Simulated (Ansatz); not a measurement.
# NiPt: the cost of one run

Computed with Ansatz 0.2.0 (DFT LDA, with the methods named in each step, unless a step's input says otherwise).

## Step 1: The starting structure

It takes space group P4/mmm (No. 123, tetragonal). The conventional cell has a = 2.710 Å, b = 2.710 Å, c = 3.578 Å, α = 90.00°, β = 90.00°, γ = 90.00°. Ni (site symmetry 4/mmm) has 8 Pt at 2.62 Å and 4 Ni at 2.71 Å as nearest neighbours. Around Pt (site symmetry 4/mmm) lie 8 Ni at 2.62 Å and 4 Pt at 2.71 Å.

Structure file:

```
Ni Pt
1.0
     2.70994    0.00000    0.00000
     0.00000    2.70994    0.00000
     0.00000    0.00000    3.57832
Ni Pt
1 1
Direct
  0.50000 0.50000 0.50000
  0.00000 0.00000 0.00000
```

Where an Elk run is restarted with further inputs, its INFO.OUT and LSJ.OUT are those of the last start.

Elk's input and logs are in atomic units (hartree, bohr).

Atoms are numbered in the order of the input: Ni1, Pt2.

## Step 2: Collinear moments, PAW

File input.yaml:

```yaml
crystal:
  lattice:
    - [2.7099397941, 0.0, 0.0]
    - [0.0, 2.7099397941, 0.0]
    - [0.0, 0.0, 3.57832]
  atoms:
    - { symbol: Ni, position: [0.5, 0.5, 0.5], spin: 1.5 }
    - { symbol: Pt, position: [0.0, 0.0, 0.0], spin: 0.6 }
magnetization:
  spin_polarized: true
kpoints:
  mp_grid: { grid: [9, 9, 7] }
scf:
  occupations: { method: fermi_dirac, width: 0.1 }
  lower_state_search: "off"
hamiltonian:
  xc: lda
  pseudopotentials: { kind: paw }
output:
  forces: true
  stress: true
  eigenvalues: true
  write_density: true
  write_potential: true
  elf: true
  volumetric_format: npy
```

Command:

```
> ansatz run input.yaml --threads 2 --pin off --max-ram 3072MiB --backend cpu --events-out ev --progress --plain --runs-dir out
```

What time and memory should one allow on 2 threads of Arm Neoverse V2, shared host?

About 4.2 s, with a peak of 0.33 GiB.
